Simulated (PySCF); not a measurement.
# C₂H₁₀AlOSi−: electronic excitations and core binding energies

What electronic excitations and core binding energies should C₂H₁₀AlOSi− (`CC[SiH2][O][AlH3-]`) show?

Programs: PySCF 2.14.0, with density-fitted response routines of our own. Each step states its level of theory. These are calculated values for one molecule in the gas phase, unless marked as measured. Atoms are numbered from 0 throughout.

## Step 1: The starting structure

15 atoms, charge -1, multiplicity 1; geometry from: GFN2-xTB.

Bonds of the start (Å): C0–C1 1.52, C1–Si2 1.91, Si2–O3 1.58, O3–Al4 1.75, C0–H5 1.09, C0–H6 1.09, C0–H7 1.09, C1–H8 1.09, C1–H9 1.09, Si2–H10 1.48, Si2–H11 1.48, Al4–H12 1.61, Al4–H13 1.62, Al4–H14 1.61.

## Step 2: Ultraviolet spectrum: PBE0/def2-SVPD

Job settings and geometry (Å):

```
{"job": {"kind": "uv", "xc": "PBE0", "basis": "def2-SVPD", "nstates": 8, "ntriplets": 3}, "charge": -1, "multiplicity": 1}
C     -1.826891     0.567133    -0.077734
C     -1.436996    -0.756155     0.563118
Si     0.235959    -1.394142    -0.104046
O      1.336675    -0.258576    -0.085755
Al     2.388552     1.144992    -0.066493
H     -1.020513     1.285121     0.059787
H     -2.742131     0.977904     0.357146
H     -1.983942     0.440152    -1.148171
H     -1.368771    -0.615442     1.644090
H     -2.226385    -1.495113     0.396040
H      0.009878    -1.895257    -1.476515
H      0.639179    -2.545315     0.732039
H      2.800499     1.433827    -1.595051
H      1.533824     2.360530     0.567851
H      3.656648     0.758330     0.844850
```

Level: TDDFT PBE0/def2-SVPD, vertical, gas phase, core orbitals frozen in the response.

What it wrote:

```text
coarse grid: 12712 points
cycle   1  E = -688.5391972122  dE =  4.112e-02  |g| = 8.691e-01  |ddm| = 5.021e+00
cycle   2  E = -688.0802065140  dE =  4.590e-01  |g| = 1.707e+00  |ddm| = 3.273e+00
cycle   3  E = -688.7056011258  dE = -6.254e-01  |g| = 1.476e-01  |ddm| = 2.547e+00
cycle   4  E = -688.7090040334  dE = -3.403e-03  |g| = 8.842e-02  |ddm| = 2.975e-01
cycle   5  E = -688.7110266372  dE = -2.023e-03  |g| = 7.356e-03  |ddm| = 1.168e-01
cycle   6  E = -688.7110433887  dE = -1.675e-05  |g| = 1.964e-03  |ddm| = 1.938e-02
cycle   7  E = -688.7110442929  dE = -9.042e-07  |g| = 6.198e-04  |ddm| = 4.589e-03
final grid: 111160 points
cycle   8  E = -688.8089717650  dE = -1.864e-05  |g| = 8.046e-03  |ddm| = 9.215e-02
cycle   9  E = -688.8089543932  dE =  1.737e-05  |g| = 1.218e-02  |ddm| = 2.073e-02
cycle  10  E = -688.8089862615  dE = -3.187e-05  |g| = 1.276e-03  |ddm| = 1.171e-02
cycle  11  E = -688.8089866208  dE = -3.593e-07  |g| = 1.411e-04  |ddm| = 1.417e-03
cycle  12  E = -688.8089866255  dE = -4.703e-09  |g| = 4.190e-05  |ddm| = 3.286e-04
cycle  13  E = -688.8089866259  dE = -4.080e-10  |g| = 1.694e-05  |ddm| = 1.012e-04
converged SCF energy = -688.8089866259

Static polarisability (au): isotropic 98.134, principal 90.202 98.559 105.640

Singlet excitations
state   eV       nm        f      main configurations
  1   5.2880    234.5   0.02495   H-1->L 0.51, H->L 0.40
  2   5.3140    233.3   0.03649   H->L 0.48, H-1->L 0.40
  3   5.7182    216.8   0.02609   H->L+1 0.73, H->L+2 0.09
  4   5.7288    216.4   0.03464   H-1->L+1 0.76, H-1->L+2 0.09
  5   5.8359    212.5   0.00397   H->L+2 0.42, H->L+3 0.28, H->L+1 0.13
  6   5.8552    211.8   0.00779   H-1->L+2 0.45, H-1->L+3 0.26, H-1->L+1 0.13
  7   6.0934    203.5   0.00380   H->L+3 0.51, H->L+2 0.43
  8   6.1267    202.4   0.00585   H-1->L+3 0.52, H-1->L+2 0.40

Triplet excitations (Tamm-Dancoff, eV): 5.1878 5.2161 5.5488
```

Wall time 36 s (1 thread, shared host).

The orbitals next to the gap, with their largest atomic shares:

```
orbital     eV                         atoms
 HOMO−3  -4.27   O3 45 %, Si2 19 %, H11 12 %
 HOMO−2  -4.08    O3 31 %, C1 22 %, Si2 16 %
 HOMO−1  -2.45  Al4 32 %, H13 30 %, H14 20 %
   HOMO  -2.43  H12 33 %, Al4 32 %, H14 15 %
   LUMO   3.66   Al4 17 %, Si2 16 %, C0 15 %
 LUMO+1   4.11   Al4 46 %, H9 10 %, Si2 10 %
 LUMO+2   4.27   Si2 21 %, Al4 12 %, C0 12 %
```

With each of the 8 states as a Gaussian band of 0.4 eV half-width at 1/e, the curve within the window shown has maxima at 222 nm (ε 4,100) L/(mol cm). Beyond the last state computed it falls off for lack of states. The curve at chosen wavelengths:

| nm | ε (L/mol/cm) |
| --- | --- |
| 193 | 385 |
| 196 | 661 |
| 199 | 1046 |
| 202 | 1534 |
| 204 | 1901 |
| 207 | 2475 |
| 210 | 3021 |
| 213 | 3479 |
| 216 | 3810 |
| 219 | 4004 |
| 221 | 4061 |
| 224 | 4052 |
| 227 | 3943 |
| 230 | 3746 |
| 233 | 3471 |
| 236 | 3129 |
| 238 | 2871 |
| 241 | 2458 |
| 244 | 2036 |
| 247 | 1631 |
| 250 | 1264 |
| 253 | 948 |
| 255 | 769 |
| 258 | 548 |
| 261 | 379 |
| 264 | 256 |

Ground-state properties from the same run:

```
           property  computed
polarisability (Å³)     14.54
 HOMO–LUMO gap (eV)      6.09
      −ε(HOMO) (eV)      2.43
```

## Step 3: X-ray photoelectron lines: SCAN, X2C

Settings changed since step 2:

```diff
@@ -1,2 +1,2 @@
-{"job": {"kind": "uv", "xc": "PBE0", "basis": "def2-SVPD", "nstates": 8, "ntriplets": 3}, "charge": -1, "multiplicity": 1}
+{"job": {"kind": "xps"}, "charge": -1, "multiplicity": 1}
 C     -1.826891     0.567133    -0.077734
```

With the program's defaults for keys left out, this is: delta-SCF UKS SCAN, pcX-2 on the ionised atom, pcseg-1 elsewhere, spin-free X2C.

What it wrote:

```text
ground state, core basis on atom 0 (C), 159 functions
  cycle   1  E = -690.20817451  |g| = 9.36e-01
  cycle   2  E = -689.42111769  |g| = 2.11e+00
  cycle   3  E = -690.39286373  |g| = 2.76e-01
  cycle   4  E = -690.40755870  |g| = 1.28e-01
  cycle   5  E = -690.41179270  |g| = 1.64e-02
  cycle   6  E = -690.41187659  |g| = 2.44e-03
  cycle   7  E = -690.41187670  |g| = 1.34e-03
  cycle   8  E = -690.41187768  |g| = 3.20e-04
  E(ground) = -690.48156649 Eh
hole in C 1s of atom 0
  cycle   1  E = -679.30383858  |g| = 1.50e+00
  cycle   2  E = -673.54419489  |g| = 2.79e+00
  cycle   3  E = -679.66569328  |g| = 4.98e-01
  cycle   4  E = -679.80237797  |g| = 3.84e-01
  cycle   5  E = -679.84752802  |g| = 2.06e-01
  cycle   6  E = -679.86388887  |g| = 2.73e-02
  cycle   7  E = -679.86423525  |g| = 9.17e-03
  cycle   8  E = -679.86427454  |g| = 4.20e-03
  cycle   9  E = -679.86428437  |g| = 1.15e-03
  cycle  10  E = -679.86428654  |g| = 4.12e-04
  E(ion) = -679.93283433 Eh   <S^2> = 0.7671   hole on atom = 1.000   binding energy = 287.046 eV
ground state, core basis on atom 1 (C), 159 functions
  cycle   1  E = -690.41310488  |g| = 5.98e-02
  cycle   2  E = -690.41302210  |g| = 2.91e-02
  cycle   3  E = -690.41311597  |g| = 2.17e-02
  cycle   4  E = -690.41322969  |g| = 1.94e-03
  cycle   5  E = -690.41323120  |g| = 4.74e-04
  E(ground) = -690.48293076 Eh
hole in C 1s of atom 1
  cycle   1  E = -679.31572899  |g| = 1.51e+00
  cycle   2  E = -673.27004744  |g| = 2.89e+00
  cycle   3  E = -679.67691585  |g| = 5.19e-01
  cycle   4  E = -679.82607554  |g| = 3.97e-01
  cycle   5  E = -679.87357762  |g| = 2.10e-01
  cycle   6  E = -679.89068646  |g| = 2.13e-02
  cycle   7  E = -679.89091803  |g| = 5.86e-03
  cycle   8  E = -679.89093681  |g| = 2.72e-03
  cycle   9  E = -679.89094074  |g| = 1.22e-03
  cycle  10  E = -679.89094258  |g| = 3.83e-04
  E(ion) = -679.95935043 Eh   <S^2> = 0.7677   hole on atom = 1.000   binding energy = 286.361 eV
ground state, core basis on atom 2 (Si), 170 functions
  cycle   1  E = -690.51532317  |g| = 2.89e-01
  cycle   2  E = -690.51539876  |g| = 4.75e-02
  cycle   3  E = -690.51540931  |g| = 3.73e-02
  cycle   4  E = -690.51566433  |g| = 6.92e-03
  cycle   5  E = -690.51567298  |g| = 1.06e-03
  cycle   6  E = -690.51567448  |g| = 2.03e-04
  E(ground) = -690.54465701 Eh
hole in Si 1s of atom 2
  cycle   1  E = -621.74384670  |g| = 4.35e+00
  cycle   2  E = -618.35131420  |g| = 2.93e+00
  cycle   3  E = -608.71162775  |g| = 3.29e+00
  cycle   4  E = -622.63147250  |g| = 5.32e-01
  cycle   5  E = -622.70273719  |g| = 4.51e-01
  cycle   6  E = -622.78976176  |g| = 1.33e-01
  cycle   7  E = -622.79671734  |g| = 6.89e-02
  cycle   8  E = -622.79870308  |g| = 1.76e-02
  cycle   9  E = -622.79887803  |g| = 3.79e-03
  cycle  10  E = -622.79888520  |g| = 1.20e-03
  cycle  11  E = -622.79888556  |g| = 3.73e-04
  E(ion) = -622.83620633 Eh   <S^2> = 0.7520   hole on atom = 1.000   binding energy = 1842.441 eV
hole in Si 2p of atom 2
  cycle   1  E = -686.40588775  |g| = 1.24e+00
  cycle   2  E = -684.50993491  |g| = 1.74e+00
  cycle   3  E = -686.54179608  |g| = 4.99e-01
  cycle   4  E = -686.72225320  |g| = 9.52e-02
  cycle   5  E = -686.72270262  |g| = 1.19e-01
  cycle   6  E = -686.72859594  |g| = 3.36e-02
  cycle   7  E = -686.72906317  |g| = 8.81e-03
  cycle   8  E = -686.72909641  |g| = 2.33e-03
  cycle   9  E = -686.72909942  |g| = 5.66e-04
  cycle  10  E = -686.72910067  |g| = 1.98e-04
  E(ion) = -686.76914943 Eh   <S^2> = 0.7513   hole on atom = 1.003   binding energy = 102.737 eV
  2p3/2 = 102.512 eV   2p1/2 = 103.135 eV
ground state, core basis on atom 3 (O), 159 functions
  cycle   1  E = -690.44754628  |g| = 1.15e-01
  cycle   2  E = -690.44458830  |g| = 1.47e-01
  cycle   3  E = -690.44803130  |g| = 5.17e-02
  cycle   4  E = -690.44848782  |g| = 5.34e-03
  cycle   5  E = -690.44849767  |g| = 7.15e-04
  cycle   6  E = -690.44850015  |g| = 2.31e-04
  E(ground) = -690.51517354 Eh
hole in O 1s of atom 3
  cycle   1  E = -670.05984242  |g| = 2.23e+00
  cycle   2  E = -669.67615876  |g| = 2.16e+00
  cycle   3  E = -670.85834262  |g| = 3.61e-01
  cycle   4  E = -670.89213001  |g| = 9.43e-02
  cycle   5  E = -670.89554198  |g| = 4.77e-02
  cycle   6  E = -670.89674818  |g| = 7.87e-03
  cycle   7  E = -670.89677738  |g| = 2.46e-03
  cycle   8  E = -670.89677969  |g| = 1.08e-03
  cycle   9  E = -670.89677963  |g| = 3.66e-04
  E(ion) = -670.96449142 Eh   <S^2> = 0.7620   hole on atom = 1.000   binding energy = 532.001 eV
ground state, core basis on atom 4 (Al), 170 functions
  cycle   1  E = -690.48226072  |g| = 2.64e-01
  cycle   2  E = -690.47639337  |g| = 2.10e-01
  cycle   3  E = -690.47951282  |g| = 1.60e-01
  cycle   4  E = -690.48447335  |g| = 1.51e-02
  cycle   5  E = -690.48450853  |g| = 1.99e-03
  cycle   6  E = -690.48450796  |g| = 7.46e-04
  cycle   7  E = -690.48450784  |g| = 1.26e-04
  E(ground) = -690.51901406 Eh
hole in Al 1s of atom 4
  cycle   1  E = -632.13311676  |g| = 3.97e+00
  cycle   2  E = -632.61199577  |g| = 1.84e+00
  cycle   3  E = -633.07543639  |g| = 3.53e-01
  cycle   4  E = -633.12790464  |g| = 1.48e-01
  cycle   5  E = -633.13881964  |g| = 5.37e-02
  cycle   6  E = -633.13971560  |g| = 2.64e-02
  cycle   7  E = -633.13998614  |g| = 5.64e-03
  cycle   8  E = -633.14000223  |g| = 1.76e-03
  cycle   9  E = -633.14000185  |g| = 5.14e-04
  cycle  10  E = -633.14000378  |g| = 9.09e-05
  E(ion) = -633.17756347 Eh   <S^2> = 0.7519   hole on atom = 1.000   binding energy = 1560.340 eV
hole in Al 2p of atom 4
  cycle   1  E = -687.47269097  |g| = 1.08e+00
  cycle   2  E = -687.55857608  |g| = 8.06e-01
  cycle   3  E = -687.75121955  |g| = 9.29e-02
  cycle   4  E = -687.75493275  |g| = 4.12e-02
  cycle   5  E = -687.75574430  |g| = 1.48e-02
  cycle   6  E = -687.75583766  |g| = 7.44e-03
  cycle   7  E = -687.75586108  |g| = 2.30e-03
  cycle   8  E = -687.75586362  |g| = 5.69e-04
  cycle   9  E = -687.75586228  |g| = 1.33e-04
  E(ion) = -687.79663540 Eh   <S^2> = 0.7512   hole on atom = 1.003   binding energy = 74.080 eV
  2p3/2 = 73.875 eV   2p1/2 = 74.304 eV
```

It took 1.9 min on 1 thread, shared host.

The holes in one table. −ε is the ground-state orbital energy:

```
       hole  stands for                  environment  ΔSCF (eV; 2p as the shell's mean)  −ε (eV)   ⟨S²⟩
  C1s on C0          C0                methyl carbon                             287.05    269.9  0.767
  C1s on C1          C1         sp3 CH2 bonded to Si                             286.36    269.6  0.768
Si1s on Si2         Si2  silicon bonded to C, O, 2 H                            1842.44   1789.2  0.752
Si2p on Si2         Si2  silicon bonded to C, O, 2 H                             102.72     91.9  0.751
  O1s on O3          O3      oxygen bonded to Al, Si                             532.00    510.8  0.762
Al1s on Al4         Al4   aluminium bonded to O, 3 H                            1560.34   1511.7  0.752
Al2p on Al4         Al4   aluminium bonded to O, 3 H                              74.02     64.3  0.751
```

With the spin-orbit splitting: Si2 2p3/2 102.51, 2p1/2 103.14 eV; Al4 2p3/2 73.88, 2p1/2 74.30 eV. The table gives each 2p level as the mean over the whole 2p shell (two parts 2p3/2, one part 2p1/2), which differs a little from the single hole in the log.

## Step 4: Summary of results

```
                                quantity                        value
         lowest singlet (PBE0/def2-SVPD)  5.29 eV (234 nm), f = 0.025
brightest single state of those computed  state 2, 5.31 eV, f = 0.036
                          lowest triplet                      5.19 eV
        C1s binding energies, SCAN/pcX-2      C0 287.05, C1 286.36 eV
       Si1s binding energies, SCAN/pcX-2               Si2 1842.44 eV
       Si2p binding energies, SCAN/pcX-2                Si2 102.72 eV
        O1s binding energies, SCAN/pcX-2                 O3 532.00 eV
       Al1s binding energies, SCAN/pcX-2               Al4 1560.34 eV
       Al2p binding energies, SCAN/pcX-2                 Al4 74.02 eV
```

In words: The first singlet state (HOMO−1→LUMO 0.51, HOMO→LUMO 0.40) lies at 5.29 eV and is weak; of the 8 states computed, the strongest absorption comes from states 1 to 2 together at 5.31 eV. The lowest triplet lies 0.10 eV below the lowest singlet (triplets in Tamm-Dancoff, singlets in full TDDFT). The lowest singlet lies above −ε(HOMO); no detachment energy was computed, so the anion's states may not be bound. The C1s levels kept as sound span 0.68 eV, from C1 (sp3 CH2 bonded to Si) up to C0 (methyl carbon).
